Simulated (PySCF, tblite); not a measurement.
# C3H5Ge−: isotopologues and vibrational averages

Aim: rotational constants, zero-point energies and shieldings of isotopologues of C3H5Ge− (`C#C[CH2][GeH2-]`).

Programs: PySCF 2.14.0 with density-fitted response routines of our own, and tblite 0.8.0. All values are computed, except where a source is named. Atoms count from 0 throughout.

## Step 1: The starting structure

9 atoms, charge -1, multiplicity 1; geometry from: force field or distance geometry start.

Bonds of the start (Å): C0–C1 1.14, C0–H4 1.10, C1–C2 1.55, C2–Ge3 1.97, C2–H5 1.11, C2–H6 1.07, Ge3–H7 1.58, Ge3–H8 1.50.

## Step 2: GFN2-xTB relaxation, lowest of a short conformer search

What the job is given:

```
{"job": {"xc": "GFN2-xTB", "basis": "xTB", "kind": "relax"}, "charge": -1, "multiplicity": 1}
C     -1.927400     0.701100    -0.192000
C     -1.045300     0.010400     0.039700
C      0.154600    -0.897900     0.410200
Ge     1.749000    -0.016000    -0.336800
H     -2.790600     1.342100    -0.408500
H     -0.041600    -1.822700    -0.169400
H      0.169300    -0.977500     1.472800
H      2.380400     0.851800     0.821700
H      1.405800     0.832800    -1.527400
```

Started as:

```
$ OMP_NUM_THREADS=1 python ens_run.py task.json out
```

This one command runs the whole study; its stages follow in the order run.

Output:

```text
step      E/eV     max force
  0    -297.64363   10.239
  1    -296.70853   16.959
  2    -298.70452    5.027
  3    -299.01735    5.426
  4    -299.21418    1.442
  5    -299.31181    0.521
  6    -299.32448    0.406
  7    -299.33363    0.235
  8    -299.33922    0.225
  9    -299.34657    0.341
 10    -299.35594    0.472
 11    -299.36530    0.385
 12    -299.37043    0.147
 13    -299.37221    0.107
 14    -299.37313    0.097
 15    -299.37446    0.107
 16    -299.37525    0.074
 17    -299.37577    0.065
 18    -299.37629    0.067
 19    -299.37707    0.089
 20    -299.37790    0.099
 21    -299.37847    0.067
 22    -299.37876    0.046
 23    -299.37902    0.053
 24    -299.37937    0.063
 25    -299.37977    0.074
 26    -299.38017    0.079
 27    -299.38059    0.070
 28    -299.38107    0.083
 29    -299.38151    0.062
 30    -299.38179    0.037
 31    -299.38191    0.036
 32    -299.38204    0.038
 33    -299.38230    0.060
 34    -299.38279    0.094
 35    -299.38353    0.111
 36    -299.38423    0.085
 37    -299.38472    0.077
 38    -299.38510    0.064
 39    -299.38550    0.063
 40    -299.38593    0.062
 41    -299.38627    0.054
 42    -299.38652    0.055
 43    -299.38680    0.050
 44    -299.38726    0.076
 45    -299.38784    0.079
 46    -299.38828    0.054
 47    -299.38852    0.047
 48    -299.38871    0.042
 49    -299.38902    0.064
 50    -299.38959    0.094
 51    -299.39045    0.103
 52    -299.39137    0.087
 53    -299.39221    0.094
 54    -299.39298    0.087
 55    -299.39368    0.074
 56    -299.39421    0.056
 57    -299.39451    0.073
 58    -299.39486    0.060
 59    -299.39522    0.057
 60    -299.39574    0.079
 61    -299.39665    0.107
 62    -299.39785    0.111
 63    -299.39886    0.076
 64    -299.39948    0.047
 65    -299.39982    0.038
 66    -299.39995    0.119
 67    -299.40004    0.069
 68    -299.40010    0.021
 69    -299.40013    0.027
 70    -299.40015    0.016
 71    -299.40017    0.008
 72    -299.40018    0.014
 73    -299.40019    0.013
 74    -299.40020    0.011
 75    -299.40021    0.009
 76    -299.40022    0.011
 77    -299.40022    0.009
 78    -299.40023    0.004
```

It took 0.45 s on 1 thread of Arm Neoverse N1, shared host.

The energy fell by 1.757 eV, and the atoms moved 0.36 Å (root mean square).

## Step 3: Tight optimisation and Hessian

What the job is given:

```
{"job": {"xc": "PBE0", "basis": "pcSseg-1", "grid": 2, "temperatures": [100, 350], "kind": "geom"}, "charge": -1, "multiplicity": 1}
C     -1.866166     0.763540    -0.060474
C     -0.950844     0.002195     0.114350
C      0.115692    -0.908433     0.325915
Ge     2.023105    -0.151564    -0.148025
H     -2.587544     1.505587    -0.247918
H     -0.033324    -1.811448    -0.281586
H      0.143735    -1.218339     1.379430
H      1.722473     1.313162     0.613485
H      1.487121     0.529274    -1.584777
```

Output:

```text
step   0  E = -59691.4992303 eV  max force = 1.01047
step   1  E = -59691.4328369 eV  max force = 1.62419
step   2  E = -59691.5737929 eV  max force = 0.24348
step   3  E = -59691.5789055 eV  max force = 0.10482
step   4  E = -59691.5774916 eV  max force = 0.19865
step   5  E = -59691.5805358 eV  max force = 0.04248
step   6  E = -59691.5807135 eV  max force = 0.04755
step   7  E = -59691.5807895 eV  max force = 0.02203
step   8  E = -59691.5808166 eV  max force = 0.00418
step   9  E = -59691.5808194 eV  max force = 0.00071
step  10  E = -59691.5808194 eV  max force = 0.00071
step  11  E = -59691.5808195 eV  max force = 0.00045
harmonic wavenumbers (cm-1): 125.4 141.7 363.6 368.8 488.6 526.5 528.2 644.2 707.2 792.6 890.2 989.5 1065.0 1149.6 1429.1 1815.4 1816.8 2173.2 3035.3 3084.0 3491.4
```

Run time: 11 min. Hardware: 1 thread of Arm Neoverse N1, shared host; peak memory 0.63 GiB.

## Step 4: Displacements along the modes, parent

What the job is given:

```
{"job": {"xc": "PBE0", "basis": "pcSseg-1", "grid": 2, "temperatures": [100, 350], "kind": "vib", "mass_numbers": [12, 12, 12, 74, 1, 1, 1, 1, 1]}, "charge": -1, "multiplicity": 1}
C     -1.942290     0.763194    -0.050183
C     -1.000053     0.018370     0.114218
C      0.112813    -0.866247     0.310932
Ge     2.035357    -0.142952    -0.149262
H     -2.708960     1.480947    -0.223502
H     -0.017576    -1.772769    -0.295161
H      0.157717    -1.183095     1.361537
H      1.820963     1.257081     0.611663
H      1.596275     0.469447    -1.569843
```

Output:

```text
mode    cm-1    km/mol   phi_rrr   E(+)/cm-1  E(-)/cm-1
  1    125.42     4.16      21.3      39.82      35.14
  2    141.72     0.51       6.0      26.27      25.54
  3    363.56     3.25       1.2      67.81      67.23
  4    368.82    39.45      62.2      68.82      64.58
  5    488.61   108.27     -17.7     101.24     102.48
  6    526.49     4.74      -2.1      95.58      95.63
  7    528.16     6.23     -10.2      95.36      95.95
  8    644.21    46.37       0.2     125.66     124.99
  9    707.16    40.05      70.5     130.08     125.03
 10    792.63    15.65      -5.0     143.27     142.83
 11    890.15    61.76      53.1     162.05     158.46
 12    989.52     6.13     192.4     185.30     171.34
 13   1065.02    67.81    -157.2     187.12     198.72
 14   1149.62     0.98      -0.6     207.60     207.37
 15   1429.07     3.77      79.0     260.25     254.57
 16   1815.40   529.38   -1031.1     292.92     366.55
 17   1816.78   440.38    1066.8     368.52     291.58
 18   2173.18   235.54    -463.8     375.17     408.51
 19   3035.33    29.49    1352.6     597.67     500.43
 20   3084.02    15.99      -7.2     557.82     558.43
 21   3491.35    75.70   -1902.4     565.36     701.89
```

It took 11 min on 1 thread of Arm Neoverse N1, shared host; peak memory 0.63 GiB.

## Step 5: Displacements along the modes, 2H at atom 4

The job, as its differences from that of step 4:

```diff
@@ -1,2 +1,2 @@
-{"job": {"xc": "PBE0", "basis": "pcSseg-1", "grid": 2, "temperatures": [100, 350], "kind": "vib", "mass_numbers": [12, 12, 12, 74, 1, 1, 1, 1, 1]}, "charge": -1, "multiplicity": 1}
+{"job": {"xc": "PBE0", "basis": "pcSseg-1", "grid": 2, "temperatures": [100, 350], "kind": "vib", "mass_numbers": [12, 12, 12, 74, 2, 1, 1, 1, 1]}, "charge": -1, "multiplicity": 1}
 C     -1.942290     0.763194    -0.050183
```

Output:

```text
mode    cm-1    km/mol   phi_rrr   E(+)/cm-1  E(-)/cm-1
  1    124.31     4.53     -20.8      35.41      40.08
  2    135.08     1.07      -4.5      24.39      25.03
  3    345.15    72.49      36.6      65.83      63.49
  4    346.89     6.57      -1.1      64.08      64.69
  5    401.58     8.52     -19.2      73.71      75.11
  6    500.35    19.26       1.5      92.10      92.38
  7    522.39    35.65      -5.4      94.03      94.35
  8    536.04     4.24       6.1      97.37      96.87
  9    705.39    32.95     -71.8     124.69     129.80
 10    792.55    16.69       5.0     142.81     143.27
 11    890.12    61.87      53.0     162.04     158.45
 12    977.14     6.76     191.5     183.03     169.15
 13   1063.94    69.25     165.3     198.86     186.68
 14   1149.04     0.65       0.6     207.28     207.50
 15   1428.85     3.77      78.8     260.20     254.54
 16   1815.39   526.67    1044.4     367.06     292.48
 17   1816.74   441.71   -1074.5     291.33     368.83
 18   2039.30   145.63     353.9     380.24     354.80
 19   2703.94   160.86    -742.1     461.92     515.23
 20   3035.33    29.65   -1352.6     500.43     597.67
 21   3084.02    15.97       7.2     558.43     557.82
```

Run time: 11 min. Hardware: 1 thread of Arm Neoverse N1, shared host; peak memory 0.63 GiB.

## Step 6: Vibrational averages by isotopologue

What the job is given:

```
{"job": {"xc": "PBE0", "basis": "pcSseg-1", "grid": 2, "temperatures": [100, 350], "kind": "iso"}, "charge": -1, "multiplicity": 1}
C     -1.942290     0.763194    -0.050183
C     -1.000053     0.018370     0.114218
C      0.112813    -0.866247     0.310932
Ge     2.035357    -0.142952    -0.149262
H     -2.708960     1.480947    -0.223502
H     -0.017576    -1.772769    -0.295161
H      0.157717    -1.183095     1.361537
H      1.820963     1.257081     0.611663
H      1.596275     0.469447    -1.569843
```

Output:

```text
parent
  Be/MHz 18268.084 1897.776 1771.113
  B0/MHz 18216.883 1882.872 1756.724
  ZPE/cm-1 12813.1
  <sigma>(0 K)/ppm 120.100 76.156 175.223 1571.708 29.443 30.058 30.062 27.536 27.540
2H at atom 4
  Be/MHz 17458.795 1795.871 1674.889
  B0/MHz 17424.473 1781.97 1661.543
  ZPE/cm-1 12206.8
  <sigma>(0 K)/ppm 120.581 76.939 175.281 1572.053 29.587 30.064 30.068 27.538 27.542
```

Wall time 34 min (1 thread of Arm Neoverse N1, shared host); peak memory 0.63 GiB. This counts the whole study up to here.

Rotational constants (MHz) at equilibrium and in the ground state:

```csv
isotopologue,Be,B0,zero-point change (cm⁻¹)
parent,"18268.1, 1897.8, 1771.1","18216.9, 1882.9, 1756.7",0.0
2H at atom 4,"17458.8, 1795.9, 1674.9","17424.5, 1782.0, 1661.5",-606.3
```

Shieldings of the first species (ppm): at equilibrium, the vibrational parts at 0 K, and the averages:

```csv
atom,equilibrium,anharmonic,harmonic,0 K,100 K,350 K
C0,123.49,-0.01,-3.38,120.10,120.13,119.80
C1,80.48,-0.37,-3.96,76.16,76.12,74.87
C2,180.23,-0.63,-4.37,175.22,175.34,175.98
Ge3,1605.56,-3.92,-29.93,1571.71,1570.77,1562.76
H4,30.08,0.34,-0.97,29.44,29.45,29.41
H5,30.78,-0.08,-0.64,30.06,30.05,30.00
H6,30.78,-0.07,-0.64,30.06,30.06,30.01
H7,28.02,-0.03,-0.45,27.54,27.52,27.42
H8,28.01,-0.02,-0.45,27.54,27.53,27.44
```

Isotope effects on the shieldings at 0 K (ppb; positive means more shielded):

```csv
atom,2H at atom 4
C0,481
C1,783
C2,58
Ge3,345
H4,144
H5,6
H6,6
H7,2
H8,2
```

## Step 7: Summary of results

| quantity | value |
| --- | --- |
| point group | Cs |
| B0 of the first species | 18216.9, 1882.9, 1756.7 MHz |
| zero-point energy | 12813 cm⁻¹ |
| zero-point change of σ(Ge3) | -33.85 ppm |

In words: Zero-point motion changes the shielding of Ge3 most, by -33.85 ppm. The largest secondary isotope effect is 783 ppb on C1, 2 bonds from the change (2H at atom 4). The job flags a low mode; perturbation theory is less sure for low modes. Internal rotors are held in one well. Spin-orbit coupling is left out, which matters at and beside the heavy atoms.
